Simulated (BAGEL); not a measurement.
**GePNH6 (SMILES [NH2][GeH2][PH2]): HF/3-21G (density fitting with qzvpp-jkfit)**

Aim: the vertical ionisation energy of GePNH6 at HF/3-21G (density fitting with qzvpp-jkfit), from 2 runs. 

The results are computed with BAGEL 1.2.2.

## 1. Starting point

GePNH6: 9 atoms, total charge 0, spin state singlet. As SMILES, `[NH2][GeH2][PH2]`. Geometry: a GFN2-xTB relaxation, a rough one for these elements and not checked as a minimum. This is one conformer, not always the lowest.

Bond lengths: N1–Ge2 1.816 Å, Ge2–P3 2.295 Å, N1–H4 1.009 Å, N1–H5 1.010 Å, Ge2–H6 1.509 Å, Ge2–H7 1.533 Å, P3–H8 1.390 Å, P3–H9 1.388 Å. Some angles: N1–Ge2–P3 106.2°, N1–Ge2–H6 104.2°, N1–Ge2–H7 112.6°, P3–Ge2–H6 113.1°, P3–Ge2–H7 115.4°, Ge2–N1–H4 117.5°, Ge2–N1–H5 117.3°, Ge2–P3–H8 92.9°, Ge2–P3–H9 93.3°, H6–Ge2–H7 105.0°.

## 2. The energy at HF/3-21G (density fitting with qzvpp-jkfit)

File job.json:

```json
{ "bagel" : [

{
  "title" : "molecule",
  "basis" : "3-21g",
  "df_basis" : "qzvpp-jkfit",
  "angstrom" : true,
  "geometry" : [
    { "atom" : "N", "xyz" : [      -1.094670,       0.696980,      -1.022650 ] },
    { "atom" : "Ge", "xyz" : [       0.290280,       0.532470,       0.139720 ] },
    { "atom" : "P", "xyz" : [      -0.110990,      -1.375970,       1.349300 ] },
    { "atom" : "H", "xyz" : [      -1.050930,       1.446670,      -1.697080 ] },
    { "atom" : "H", "xyz" : [      -1.404340,      -0.139740,      -1.495410 ] },
    { "atom" : "H", "xyz" : [       0.222060,       1.786980,       0.975440 ] },
    { "atom" : "H", "xyz" : [       1.654390,       0.593230,      -0.557450 ] },
    { "atom" : "H", "xyz" : [       0.364530,      -2.202110,       0.337370 ] },
    { "atom" : "H", "xyz" : [       1.129660,      -1.338510,       1.970750 ] }
  ]
},

{ "title" : "hf" },

{ "title" : "print", "file" : "orbitals.molden", "orbitals" : true }

]}
```

Started as:

```console
$ BAGEL_NUM_THREADS=1 BAGEL job.json > job.out
```

The log of the run:

```text
* using 1 threads per process

  ===============================================================
  ===============================================================

  *** Geometry ***

  { "atom" : "N", "xyz" : [     -2.068626,      1.317101,     -1.932528 ] },
  { "atom" : "Ge", "xyz" : [      0.548550,      1.006222,      0.264033 ] },
  { "atom" : "P", "xyz" : [     -0.209741,     -2.600206,      2.549807 ] },
  { "atom" : "H", "xyz" : [     -1.985970,      2.733810,     -3.207016 ] },
  { "atom" : "H", "xyz" : [     -2.653818,     -0.264070,     -2.825915 ] },
  { "atom" : "H", "xyz" : [      0.419633,      3.376903,      1.843314 ] },
  { "atom" : "H", "xyz" : [      3.126344,      1.121042,     -1.053428 ] },
  { "atom" : "H", "xyz" : [      0.688862,     -4.161385,      0.637537 ] },
  { "atom" : "H", "xyz" : [      2.134748,     -2.529417,      3.724178 ] },

  Number of auxiliary basis functions:      579

  Since a DF basis is specified, we compute 2- and 3-index integrals:
    o Being stored without compression. Storage requirement is 0.015 GB

  Number of basis functions:       56
  Number of electrons      :       60

    * METHOD: MOLECULE                             0.69

  *** RHF ***

  === Nuclear Repulsion ===
   276.3906793577

      * DIIS with orbital gradients will be used.

  === RHF iteration (3-21g) ===
      0      -2461.84704873          0.02018986           0.10
      1      -2461.92849797          0.01055908           0.09
      2      -2461.95390873          0.00112060           0.10
      3      -2461.95457911          0.00016380           0.10
      4      -2461.95461051          0.00006113           0.10
      5      -2461.95461537          0.00001415           0.13
      6      -2461.95461562          0.00000330           0.13
      7      -2461.95461563          0.00000069           0.13
      8      -2461.95461563          0.00000024           0.13
      9      -2461.95461563          0.00000006           0.13
     10      -2461.95461563          0.00000002           0.13
     11      -2461.95461563          0.00000001           0.13
    * SCF iteration converged.

    * Permanent dipole moment:
           (   -0.629514,     0.001509,     0.766224) a.u.

    * METHOD: HF                                   1.77

    * METHOD: PRINT                                0.01

  ===============================================================
```

Wall time 2.8 s (1 thread of Intel Xeon at 2.50GHz (Skylake/Cascade Lake), shared host).

## 3. The doublet cation

File input.json:

```json
{ "bagel" : [

{
  "title" : "molecule",
  "basis" : "3-21g",
  "df_basis" : "qzvpp-jkfit",
  "angstrom" : true,
  "geometry" : [
    { "atom" : "N", "xyz" : [      -1.094670,       0.696980,      -1.022650 ] },
    { "atom" : "Ge", "xyz" : [       0.290280,       0.532470,       0.139720 ] },
    { "atom" : "P", "xyz" : [      -0.110990,      -1.375970,       1.349300 ] },
    { "atom" : "H", "xyz" : [      -1.050930,       1.446670,      -1.697080 ] },
    { "atom" : "H", "xyz" : [      -1.404340,      -0.139740,      -1.495410 ] },
    { "atom" : "H", "xyz" : [       0.222060,       1.786980,       0.975440 ] },
    { "atom" : "H", "xyz" : [       1.654390,       0.593230,      -0.557450 ] },
    { "atom" : "H", "xyz" : [       0.364530,      -2.202110,       0.337370 ] },
    { "atom" : "H", "xyz" : [       1.129660,      -1.338510,       1.970750 ] }
  ]
},

{ "title" : "uhf", "charge" : 1, "nopen" : 1 },

{ "title" : "print", "file" : "orbitals.molden", "orbitals" : true }

]}
```

Started as:

```console
$ BAGEL_NUM_THREADS=1 BAGEL input.json > input.out
```

The log of the run:

```text
* using 1 threads per process

  ===============================================================
  ===============================================================

  *** Geometry ***

  { "atom" : "N", "xyz" : [     -2.068626,      1.317101,     -1.932528 ] },
  { "atom" : "Ge", "xyz" : [      0.548550,      1.006222,      0.264033 ] },
  { "atom" : "P", "xyz" : [     -0.209741,     -2.600206,      2.549807 ] },
  { "atom" : "H", "xyz" : [     -1.985970,      2.733810,     -3.207016 ] },
  { "atom" : "H", "xyz" : [     -2.653818,     -0.264070,     -2.825915 ] },
  { "atom" : "H", "xyz" : [      0.419633,      3.376903,      1.843314 ] },
  { "atom" : "H", "xyz" : [      3.126344,      1.121042,     -1.053428 ] },
  { "atom" : "H", "xyz" : [      0.688862,     -4.161385,      0.637537 ] },
  { "atom" : "H", "xyz" : [      2.134748,     -2.529417,      3.724178 ] },

  Number of auxiliary basis functions:      579

  Since a DF basis is specified, we compute 2- and 3-index integrals:
    o Being stored without compression. Storage requirement is 0.015 GB

  Number of basis functions:       56
  Number of electrons      :       60

    * METHOD: MOLECULE                             0.67

  *** Open-shell HF ***

  === Nuclear Repulsion ===
   276.3906793577

      * DIIS with orbital gradients will be used.

  === UHF iteration (3-21g) ===
      0      -2461.48590025          0.04079907           0.17
      1      -2461.57973796          0.02546120           0.16
      2      -2461.60581315          0.01813677           0.17
      3      -2461.62345605          0.00182282           0.17
      4      -2461.62551424          0.00101237           0.16
      5      -2461.62699065          0.00053403           0.17
      6      -2461.62759622          0.00026151           0.20
      7      -2461.62769691          0.00017884           0.19
      8      -2461.62778046          0.00013568           0.17
      9      -2461.62779462          0.00005591           0.16
     10      -2461.62779784          0.00001849           0.16
     11      -2461.62779842          0.00000713           0.16
     12      -2461.62779851          0.00000371           0.16
     13      -2461.62779857          0.00000212           0.16
     14      -2461.62779858          0.00000107           0.16
     15      -2461.62779859          0.00000037           0.16
     16      -2461.62779859          0.00000016           0.16
     17      -2461.62779859          0.00000009           0.16
     18      -2461.62779859          0.00000004           0.16
     19      -2461.62779859          0.00000002           0.16
     20      -2461.62779859          0.00000001           0.16
     21      -2461.62779859          0.00000001           0.23
    * SCF iteration converged.

    * S^2 (UHF) is 0.7614

    * Permanent dipole moment:
           (   -0.519809,     1.743738,    -0.601680) a.u.

    * METHOD: UHF                                  3.99

    * METHOD: PRINT                                0.01

  ===============================================================
```

Run time: 5.1 s. Hardware: 1 thread of Intel Xeon at 2.50GHz (Skylake/Cascade Lake), shared host.

## 4. Results

At HF/3-21G (density fitting with qzvpp-jkfit):

```
                                          quantity           value
                      singlet GePNH6: total energy  -2461.95462 Eh
                     singlet GePNH6: dipole moment          2.52 D
                       singlet GePNH6: HOMO energy        -9.97 eV
                       singlet GePNH6: LUMO energy         3.70 eV
                     singlet GePNH6: HOMO–LUMO gap        13.67 eV
                      doublet cation: total energy  -2461.62780 Eh
                              doublet cation: ⟨S²⟩           0.761
vertical ionisation energy (to the doublet cation)        8.893 eV
```

In words: The vertical ionisation energy comes to 8.89 eV (858 kJ/mol). −ε(HOMO) before ionisation, 9.97 eV, is 1.08 eV above this ionisation energy.
